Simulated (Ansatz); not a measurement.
# La2Cu3Ni (Pmm2): the equilibrium volume

Aim: the volume at which the pressure of La2Cu3Ni (Pmm2) vanishes.

Computed with Ansatz 0.2.0 (DFT PBEsol, scalar-relativistic, plane waves, PAW, unless a step's input says otherwise).

1 further run of the same task is left out (it didn't finish). Runs told in other sessions of the task aren't counted.

### Step 1. The system as given

The structure is orthorhombic, space group Pmm2 (No. 25). The conventional cell has a = 3.881 Å, b = 4.292 Å, c = 7.332 Å, α = 90.00°, β = 90.00°, γ = 90.00°. Cu (site symmetry mm2) is surrounded by 3 Cu at 2.47 to 2.48 Å. Around Cu (site symmetry mm2) lie 2 Ni at 2.45 Å and 1 Cu at 2.47 Å and 6 La at 3.06 to 3.12 Å. Cu (site symmetry mm2) has 1 Ni at 2.45 Å and 2 Cu at 2.48 Å in its first shell of neighbours. La (site symmetry mm2) has 2 Ni at 3.04 Å and 10 Cu at 3.12 to 3.20 Å in its first shell of neighbours. Around La (site symmetry mm2) lie 8 Cu at 3.06 to 3.17 Å and 4 Ni at 3.13 Å. Around Ni (site symmetry mm2) lie 3 Cu at 2.45 Å and 6 La at 3.04 to 3.13 Å.

Structure file:

```cif
data_structure
_symmetry_space_group_name_H-M 'P 1'
_symmetry_Int_Tables_number 1
_cell_length_a 3.8805
_cell_length_b 4.2917
_cell_length_c 7.3317
_cell_angle_alpha 90.000
_cell_angle_beta 90.000
_cell_angle_gamma 90.000
_cell_volume 122.10
loop_
_atom_site_label
_atom_site_type_symbol
_atom_site_fract_x
_atom_site_fract_y
_atom_site_fract_z
_atom_site_occupancy
Cu1 Cu 0.50000 0.00000 0.83332 1
Cu2 Cu 0.50000 0.00000 0.16962 1
Cu3 Cu 0.50000 0.50000 0.66381 1
La1 La 0.00000 0.50000 0.01096 1
La2 La 0.00000 0.00000 0.49213 1
Ni1 Ni 0.50000 0.50000 0.33016 1
```

Starting moments: Ni 0.80 μB.

### Step 2. At the starting volume (PBEsol, 6×4×4 mesh)

input.yaml

```yaml
crystal:
  lattice:
    - [3.88054096, 0.0, 0.0]
    - [0.0, 4.2917439, 0.0]
    - [0.0, 0.0, 7.33165812]
  atoms:
    - { symbol: Cu, position: [0.5, 0.0, 0.8333196] }
    - { symbol: Cu, position: [0.5, 0.0, 0.169622] }
    - { symbol: Cu, position: [0.5, 0.5, 0.66380956] }
    - { symbol: La, position: [0.0, 0.5, 0.01096406] }
    - { symbol: La, position: [0.0, 0.0, 0.49212728] }
    - { symbol: Ni, position: [0.5, 0.5, 0.33015649], spin: 0.8 }
basis:
  ecutwfc: 420
kpoints:
  mp_grid: { grid: [6, 4, 4] }
hamiltonian:
  xc: pbesol
scf:
  occupations: { method: gaussian, width: 0.1 }
  lower_state_search: "off"
output:
  forces: true
  stress: true
  eigenvalues: true
  populations: true
magnetization:
  spin_polarized: true
```

Command:

```sh
$ ansatz run input.yaml --threads 8 --pin off --max-ram 14336MiB --backend cpu --events-out ev --progress --plain --runs-dir out
```

The log of the run (excerpt; [...] marks lines left out):

```text
Warning: RAYON_NUM_THREADS=8 ignored (pool sized by the plan → 8); use --threads N
La: projections on atomic orbitals take those of the free atom [Kr 4d10] 4f0 5s2 5p6 5d1 6s2, of charge +0.00 (hamiltonian.pseudopotentials.projection_atoms); the dataset's partial waves leave at most 1.9e-5 of an orbital's norm unspanned inside its sphere
[...]
Pseudopotentials: kind: paw
Pseudopotential: Cu, paw, valence charge 19, recommended cutoff 420 eV (normal), Cu.paw.azcp
Pseudopotential: La, paw, valence charge 11, recommended cutoff 420 eV (normal), La.paw.azcp
Pseudopotential: Ni, paw, valence charge 18, recommended cutoff 420 eV (normal), Ni.paw.azcp
Functional definition: PBEsol
[...]
Crystal: 6 atoms, lattice volume = 122.104 Å³
Basis set: ecut = 420 eV, 2383 PW (Γ), exchange–correlation on 54×60×100 points (8 copies of the dense FFT grid, shifted against one another)
Bands: 59, of which v1, the nominal top of the filled ones, is band 49 counted from 1 (48 counted from 0)
Symmetry: 4 space group operations
Space group: Pmm2 (ITA 25), of the structure as read, at distance tolerance 5.0e-5 Å
Magnetic group: BNS 25.57 (UNI 155), of the structure as read, at distance tolerance 5.0e-5 Å
k-points: 36 of 96 (time reversal used)
[...]
Starting moments: Σ|m| = 0.8 μB on 1 of 6 sites
[...]
SCF iter   1: F=—  HF=-37931.264785 eV  |F-HF|=—  |Δ(HF+E_count)|=         —  Δρ=5.49e-1 (↑5.45e-1 ↓5.49e-1)  dr2=1.52e3  dr2_m=8.37e-1  M=0.096 μB ∫|m|=0.182 μB  β_m=0.30  ethr=3.10e-3  ⟨swp⟩=5.4  Hψ=14297  notcnv=0
[...]
WARN: the starting moments were not kept: the SCF closed with an absolute magnetisation of 2.4e-6 μB, where they sum to 0.8 μB in size (1 site). That is at most 0.1 of that sum. Measured as dr2_m measures the in/out step, that magnetisation stands 6.4e-13 eV from none, at or under the [...]
SCF converged after 24 iterations
Magnetization: -0.0000 μB (48.5000 up, 48.5000 down)
Absolute magnetization: 0.0000 μB (∫|ρ↑−ρ↓|, with the PAW one-centre terms)
Spin contamination: 0.0000 ħ² per cell (⟨S²⟩ above its minimum at these occupations)
Per-site moments (μB) at R_I (Å): [(5.491837121198232e-8, 1.0170823664658888), (3.900599541832654e-8, 1.0095770227833905), (3.099056693490674e-8, 1.009069973970477), (-9.173142932746913e-8, 1.2539749857656375), (-2.610236177085359e-8, 1.261704093129314), (-1.8514038872715632e-7, 1.009069973970477)]
Free energy (F): -37894.968645 eV
[...]
E sigma→0 (E₀):  -37894.958564 eV
Entropy (-TS):   -0.020161 eV (-3.360 meV/atom)
Fermi energy:    12.922198 eV
[...]
--- Forces (eV/Å), atoms counted from 1 ---
  atom   1  Cu     0.00000000     0.00000000    -0.00431367
  atom   2  Cu     0.00000000     0.00000000    -0.00380355
  atom   3  Cu     0.00000000     0.00000000     0.01456018
  atom   4  La     0.00000000     0.00000000     0.03992281
  atom   5  La     0.00000000     0.00000000    -0.00880097
  atom   6  Ni     0.00000000     0.00000000    -0.03756391
[...]
--- Stress (GPa, compression-positive) ---
       -3.186235       0.000000       0.000000
        0.000000      -3.239031       0.000000
        0.000000       0.000000      -3.368130
  P = ⅓ Tr σ = -3.2645 GPa (-32.645 kbar)
--- Band table (eV; the first three rows and the last of 72) ---
[...]
--- Löwdin populations: 6 sites ---
  site symbol       q [e]    m [muB]
     0     Cu     18.7359     0.0000
     1     Cu     18.6690     0.0000
     2     Cu     18.7252     0.0000
     3     La     11.3055    -0.0000
     4     La     11.2906    -0.0000
     5     Ni     17.8229    -0.0000
  spilling = 0.004648 (of n_electrons = 97.000000)
```

Run time: 23 s. Hardware: 8 threads of Arm Neoverse V2, shared host; peak memory 0.85 GiB.

Read off: volume 20.351 Å³/atom, pressure -3.26 GPa, a metal on this mesh, no moment left.

(Part 1 of 2 ends here.)
